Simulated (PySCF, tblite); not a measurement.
# C7H10OSi: geometry, infrared bands and NMR shifts

Wanted: the infrared bands and NMR shifts of C7H10OSi (`C#CC1=C[C@@H](C)[Si@H](O)C1`), by calculation.

Computed with tblite 0.8.0 and PySCF 2.14.0, with density-fitted response routines of our own, on a single molecule in the gas phase. Atoms are numbered from 0 throughout.

## (1) Starting geometry

19 atoms, charge 0, multiplicity 1; geometry from: force field or distance geometry start.

Bonds of the start (Å): C0–C1 1.21, C1–C2 1.41, C2–C3 1.34, C3–C4 1.52, C4–C5 1.52, C4–Si6 1.97, Si6–O7 1.66, Si6–C8 1.91, C8–C2 1.52, C0–H9 1.06, C3–H10 1.09, C4–H11 1.10, C5–H12 1.09, C5–H13 1.10, C5–H14 1.10, Si6–H15 1.48, O7–H16 0.97, C8–H17 1.10, C8–H18 1.09.

## (2) Geometry optimisation with GFN2-xTB

What the job is given:

```
{"job": {"kind": "relax", "xc": "GFN2-xTB", "basis": "xTB"}, "charge": 0, "multiplicity": 1}
C      2.695300     2.486300     1.277400
C      1.874200     1.739600     0.799600
C      0.931100     0.840600     0.253200
C      0.458000    -0.196800     0.949900
C     -0.563100    -1.138200     0.336100
C     -1.865700    -1.180100     1.125300
Si    -0.773400    -0.413200    -1.484100
O     -0.226500    -1.461700    -2.646800
C      0.412400     1.050400    -1.158800
H      3.398200     3.157200     1.700100
H      0.796700    -0.407600     1.969000
H     -0.139000    -2.144800     0.242300
H     -2.604200    -1.825200     0.651500
H     -1.678300    -1.574800     2.131900
H     -2.313400    -0.176400     1.236900
H     -2.170800     0.019500    -1.729500
H      0.672300    -1.801500    -2.541900
H     -0.140300     1.993000    -1.240900
H      1.226800     1.042900    -1.878900
```

The run is started by

```console
> OMP_NUM_THREADS=1 python probes_run.py task.json out
```

This one command runs all jobs of the session in turn.

**Question.** This job is followed by: GFN2-xTB harmonic vibrations, gas phase; GIAO PBE0/pcSseg-1 NMR shielding, non-relativistic, gas phase. What will the session give for the following? strongest single infrared mode (GFN2-xTB); zero-point energy (GFN2-xTB); 13C shifts against TMS (PBE0/pcSseg-1); 1H shifts against TMS (PBE0/pcSseg-1, means over atoms taken as alike); 29Si shifts against TMS (PBE0/pcSseg-1); 17O shifts against H2O (PBE0/pcSseg-1).

The runs gave:

| quantity | value |
| --- | --- |
| strongest single infrared mode (GFN2-xTB) | 800 cm⁻¹, 322 km/mol |
| zero-point energy (GFN2-xTB) | 91.0 kcal/mol |
| 13C shifts against TMS (PBE0/pcSseg-1) | 156.4, 127.9, 88.0, 87.4, 33.7, 27.5, 18.0 ppm |
| 1H shifts against TMS (PBE0/pcSseg-1, means over atoms taken as alike) | 6.47, 4.99, 2.68, 1.86, 1.82, 1.53, 1.24, 1.15 ppm |
| 29Si shifts against TMS (PBE0/pcSseg-1) | 18.9 ppm |
| 17O shifts against H2O (PBE0/pcSseg-1) | 33.4 ppm |

**Reading.** Over 48 steps the energy fell by 0.175 eV; of the close pairs, C4–Si6 changed most, 1.971 to 1.918 Å. No mode is imaginary among the 51: a minimum at this level. The strongest single mode, at 800 cm⁻¹, moves mainly H16. Unscaled tight-binding wavenumbers are off by several per cent, some by more. Its intensities can rank the bands wrongly. The most deshielded hydrogen is H10 (hydrogen on an alkene CH), at 6.47 ppm: olefinic region. At PBE0/pcSseg-1: The widest tensor belongs to C1: span 310 ppm, with a paramagnetic part of -147 ppm.
